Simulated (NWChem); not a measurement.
**CBr2F2 (dibromodifluoromethane): levels of theory compared**

Aim: a comparison of 4 runs (HF/STO-3G, HF/3-21G, B3LYP/6-31G*) of CBr2F2 (dibromodifluoromethane). 

The results are computed with NWChem 7.3.0.

1 further run of the same task is left out (it didn't finish).

### Step 1. The system as given

The species is CBr2F2 (5 atoms), meant as a singlet with charge 0. SMILES: `FC(F)(Br)Br`. Geometry: relaxed at PBE0-D4/def2-TZVP.

Bond lengths: F1–C2 1.324 Å, C2–F3 1.324 Å, C2–Br4 1.933 Å, C2–Br5 1.933 Å. Angles: F1–C2–F3 108.1°, F1–C2–Br4 109.2°, F1–C2–Br5 109.2°, F3–C2–Br4 109.2°, F3–C2–Br5 109.2°, Br4–C2–Br5 111.7°.

### Step 2. Energy and forces at HF/STO-3G (run 1)

Input file job.nw:

```
start job
title "CBr2F2 hf"
memory 2200 mb
geometry units angstroms noautosym nocenter noautoz
F       -0.970400      -0.113400       0.986300
C        0.004800      -0.087600       0.090900
F        0.914800      -0.981400       0.446600
Br      -0.709300      -0.561200      -1.642100
Br       0.810000       1.669900       0.077000
end
basis spherical bse
* library STO-3G
end
scf
thresh 1e-08
maxiter 80
end
task scf gradient
```

Command:

```
nwchem job.nw > job.out
```

Output:

```text
[...]
  functions       =    51
[...]
  wavefunction    = RHF
[...]
         Total SCF energy =  -5322.813591474629
      One-electron energy =  -8705.972792688470
      Two-electron energy =   2753.598958189701
 Nuclear repulsion energy =    629.560243024140
        Time for solution =      3.1s
[...]
                         RHF ENERGY GRADIENTS
    atom               coordinates                        gradient
                 x          y          z           x          y          z
   1 F      -1.833790  -0.214295   1.863837    0.040813   0.001290  -0.037737
   2 C       0.009071  -0.165540   0.171776   -0.002010  -0.028056   0.038218
   3 F       1.728721  -1.854577   0.843952   -0.038031   0.037574  -0.015158
   4 Br     -1.340383  -1.060514  -3.103119    0.006228   0.004307   0.014813
   5 Br      1.530678   3.155653   0.145509   -0.006999  -0.015116  -0.000136
[...]
```

Wall time 4.5 s (1 thread of INTEL XEON PLATINUM 8581C at 2.30GHz (Emerald Rapids), shared host); peak memory 0.1 GiB.

### Step 3. Energy and gradient at HF/3-21G (run 2)

Input file sp.nw:

```
start sp
title "CBr2F2"
memory stack 880 mb heap 220 mb global 1100 mb
geometry noautosym nocenter noautoz
F       -0.970400      -0.113400       0.986300
C        0.004800      -0.087600       0.090900
F        0.914800      -0.981400       0.446600
Br      -0.709300      -0.561200      -1.642100
Br       0.810000       1.669900       0.077000
end
basis spherical bse
F library 3-21G
C library 3-21G
Br library 3-21G
end
scf
thresh 1e-08
maxiter 80
end
task scf gradient
```

Command:

```
nwchem sp.nw > sp.out
```

Output:

```text
[...]
  functions       =    71
[...]
  wavefunction    = RHF
[...]
         Total SCF energy =  -5355.516067439168
      One-electron energy =  -8722.963869292593
      Two-electron energy =   2737.887558829284
 Nuclear repulsion energy =    629.560243024140
        Time for solution =      3.9s
[...]
                         RHF ENERGY GRADIENTS
    atom               coordinates                        gradient
                 x          y          z           x          y          z
   1 F      -1.833790  -0.214295   1.863837    0.019661  -0.000237  -0.017061
   2 C       0.009071  -0.165540   0.171776   -0.000514  -0.007026   0.009596
   3 F       1.728721  -1.854577   0.843952   -0.018432   0.017287  -0.006151
   4 Br     -1.340383  -1.060514  -3.103119    0.007809   0.006978   0.016041
   5 Br      1.530678   3.155653   0.145509   -0.008523  -0.017002  -0.002425
[...]
```

Run time: 5.4 s. Hardware: 1 thread of INTEL XEON PLATINUM 8581C at 2.30GHz (Emerald Rapids), shared host; peak memory 0.1 GiB.

Run 3 isn't shown in full; the table further down has it.

### Step 4. Energy and gradient at B3LYP/6-31G(d) (Cartesian functions) (run 4)

Input file work.nw:

```
start work
memory total 2200 mb

geometry noautosym nocenter noautoz
   F     -0.970400    -0.113400     0.986300
   C      0.004800    -0.087600     0.090900
   F      0.914800    -0.981400     0.446600
   Br    -0.709300    -0.561200    -1.642100
   Br     0.810000     1.669900     0.077000
end

basis "ao basis" cartesian
   * library 6-31G*
end

dft
   xc b3lyp
   grid fine
   convergence energy 1e-08
   maxiter 100
   mulliken
   noprint "final vectors analysis"
end

task dft gradient
```

Command:

```
nwchem work.nw > work.out
```

Output:

```text
[...]
          Wavefunction type:  closed shell.
          No. of atoms     :     5
          No. of electrons :    94
[...]
          Charge           :     0
          Spin multiplicity:     1
[...]
          AO basis - number of functions:   115
[...]
              XC Information
              --------------
                         B3LYP Method XC Potential
                     Hartree-Fock (Exact) Exchange  0.200
                        Slater Exchange Functional  0.800 local
                    Becke 1988 Exchange Functional  0.720 non-local
              Lee-Yang-Parr Correlation Functional  0.810
                  VWN I RPA Correlation Functional  0.190 local
[...]
 d= 0,ls=0.0,diis     1  -5385.2771057275 -6.01D+03  2.15D-02  4.40D+00     3.0
[...]
 d= 0,ls=0.0,diis    11  -5385.5272415724 -5.49D-10  1.13D-07  1.90D-10    24.1
         Total DFT energy =    -5385.527241572408
      One electron energy =    -8747.700703032482
           Coulomb energy =     2941.566233443484
    Exchange-Corr. energy =     -208.953015007551
 Nuclear repulsion energy =      629.560243024140
[...]
  wavefunction    = closed shell
                         DFT ENERGY GRADIENTS
    atom               coordinates                        gradient
                 x          y          z           x          y          z
   1 F      -1.833790  -0.214295   1.863837    0.008180  -0.000544  -0.006517
   2 C       0.009071  -0.165540   0.171776    0.000025   0.000529  -0.000691
   3 F       1.728721  -1.854577   0.843952   -0.007724   0.006768  -0.001962
   4 Br     -1.340383  -1.060514  -3.103119    0.004688   0.003860   0.010156
   5 Br      1.530678   3.155653   0.145509   -0.005169  -0.010612  -0.000986
[...]
```

Run time: 32 s. Hardware: 1 thread of INTEL XEON PLATINUM 8581C at 2.30GHz (Emerald Rapids), shared host; peak memory 0.13 GiB.

### Step 5. All runs side by side

| run | level | iteration cap | module | energy (Eh) | dipole moment (D) | HOMO energy (eV) | LUMO energy (eV) | wall time |
| --- | --- | --- | --- | --- | --- | --- | --- | --- |
| 1 | HF/STO-3G | 80 | scf | -5322.813591 | 0.40 | -8.96 | 7.13 | 4.5 s |
| 2 | HF/3-21G | 80 | scf | -5355.516067 | 1.03 | -11.46 | 2.26 | 5.4 s |
| 3 | B3LYP/6-31G* (spherical functions) | 100 | dft | -5385.507266 | 0.22 | -8.20 | -1.87 | 25 s |
| 4 | B3LYP/6-31G* (Cartesian functions) | 100 | dft | -5385.527242 | 0.21 | – | – | 32 s |

### Step 6. Summary of results

| quantity | value |
| --- | --- |
| run 4: total energy | -5385.52724 Eh |
| run 4: dipole moment | 0.21 D |
| run 4: largest force on an atom | 0.609 eV/Å |

In words: The dipole moment (its size) runs from 0.21 D (B3LYP/6-31G*) to 1.03 D (HF/3-21G). The two ends differ in method and basis. Over runs 1, 2, 3 the HOMO–LUMO gap runs from 6.32 eV (B3LYP/6-31G*) to 16.09 eV (HF/STO-3G). In run 1 the basis is minimal, so the values are rough. All runs together took 67 s, the longest 32 s.
